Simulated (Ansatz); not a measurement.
# Al: scans of the energy surface

The task here is to estimate one member of a computed series from the others.

Computed with Ansatz 0.2.0 (DFT r2SCAN, scalar-relativistic, plane waves, PAW, unless a step's input says otherwise).

1 further run of the same task is left out (set aside as unsound or not needed). Runs told in other sessions of the task aren't counted.

### The starting structure

Symmetry: P6_3/mmc, No. 194, hexagonal system. Conventional cell: a = 2.808 Å, b = 2.808 Å, c = 4.689 Å, α = 90.00°, β = 90.00°, γ = 120.00°. Around Al (site symmetry -6m2) lie 12 Al at 2.81 to 2.85 Å.

As a file:

```xyz
2
Lattice="2.8081 0.0000 0.0000 -1.4040 2.4319 0.0000 0.0000 0.0000 4.6891" Properties=species:S:1:pos:R:3 pbc="T T T"
Al    1.4040    0.8106    3.5168
Al    0.0000    1.6212    1.1723
```

It goes back to an entry of the Materials Project, which need not be the stable form.

This cell was relaxed beforehand with the same method: volume 16.01 Å³/atom, gap on the mesh none (metal).

### The reference cell

Reference values: F = -1080.7486 eV; pressure 0.08 GPa; largest force 0.000 eV/Å; gap on the mesh none (metal). It was computed beforehand with the settings of the runs below.

The first run:

The cell is strained by ε times the Voigt pattern (0, 1, 0, 0, 0, 0) (xx, yy, zz, yz, xz, xy; engineering shear), with fractional coordinates fixed (clamped ions). The stress on the pattern is the sum of the stress components weighted by it, tension positive.

The input, input.yaml:

```yaml
crystal:
  lattice:
    - [2.8080863938, 0.0, 0.0]
    - [-1.4040431969, 2.38323667, 0.0]
    - [0.0, 0.0, 4.6890806101]
  atoms:
    - { symbol: Al, position: [0.6666666667, 0.3333333333, 0.75] }
    - { symbol: Al, position: [0.3333333333, 0.6666666667, 0.25] }
basis:
  ecutwfc: 500
kpoints:
  mp_grid: { grid: [24, 24, 14] }
hamiltonian:
  xc: r2scan
scf:
  occupations: { method: gaussian, width: 0.15 }
output:
  forces: true
  stress: true
  eigenvalues: true
```

Run with:

```sh
$ ansatz run input.yaml --threads 1 --pin off --max-ram 2560MiB --backend cpu --events-out ev --progress --plain --runs-dir out
```

Among the steps run: At ε = -0.0200; At ε = 0.0150; ε = -0.0100; Point ε = 0.0050; The reference: the undisturbed cell on the scan's mesh; Point ρ = 0.850; At ρ = 1.200; Point ρ = 0.920; ρ = 1.100; ρ = 0.960; At ρ = 1.050; Point ρ = 0.800.

One of the session's tables, all rows but one given; the rest of the session is left out.

It belongs to the step «The scan collected». The scan, with free energies counted from the undisturbed cell:

```
    ρ  ΔE (meV/atom)  pressure (GPa)
0.800          124.4             4.4
0.850           62.0             2.2
0.920           13.4             0.4
0.960            1.7             0.1
1.000            0.0             0.1
1.050              ?               ?
1.100           34.1             1.7
1.200          118.8             5.4
```

Q: Estimate the row for ρ = 1.050 from the others.

Worked estimate for «ΔE (meV/atom)». A straight line through the neighbours (1.000, 0.0) and (1.100, 34.1) gives 0.0 + (34.1 − 0.0) × (1.050 − 1.000) / (1.100 − 1.000) = 17.1; a parabola fitted to 4 rows on both sides gives 10.7.

**Answer.** ΔE (meV/atom): 10.9; pressure (GPa): 0.6. In «ΔE (meV/atom)» the line misses by +6.2 and the parabola by -0.2.
